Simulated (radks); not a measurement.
# Pd⁴⁴⁺ in [He]: an all-electron calculation

Aim: the levels, the sizes of the orbitals and the parts of the energy of the palladium ion Pd44+.

The numbers are computed with radks (a radial shooting solver on a logarithmic mesh, Libxc functionals) version 1 (Dirac Kohn-Sham, AM05, spin-unpolarised, spherical densities, point nucleus), except any that are marked as measured or tabulated.

## 1. The system

| Property | Result |
| --- | --- |
| element | palladium (Z = 46) |
| charge | +44 |
| electrons | 2 |
| configuration | [He] |

The outer shells:

Pd⁴⁴⁺
```
1s [↑↓]
```

## 2. Self-consistent calculation

Settings of this run:

```text
Z 46
configuration [He]
relativity Dirac
functional am05,am05
spin unpolarised
j_filling energy
nucleus point
c 137.035999084
```

On the command line:

```console
python run_ks.py task.json out
```

All runs below come from this command, one after another.

Q: Predict the outcome of this run.

**Answer**, as computed:

| quantity | value |
| --- | --- |
| total energy | -2146.34340 hartree |
| exchange-correlation share of it | 1.25 % |
| −T/E | 1.0611 |
| highest occupied level | 1s1/2, -28503 eV |
| most extended occupied level | 1s1/2, <r> = 0.0317 bohr |
| radius at density 0.001 e/bohr³ | 0.195 bohr |
| maxima of the radial density | 1 |
| ionisation energy, NIST | 28776.0 (theory) eV |

What this shows: The radial density shows 1 maxima for 1 occupied principal shells. −T/E is 1.061: with relativity the kinetic term as defined here no longer equals −E. Minus the highest eigenvalue, 28503 eV, is 99 % of the tabulated ionisation energy (28776.0 eV). Nuclear size, the Breit interaction and QED, all absent here, shift the 1s and 2s values of heavy ions.
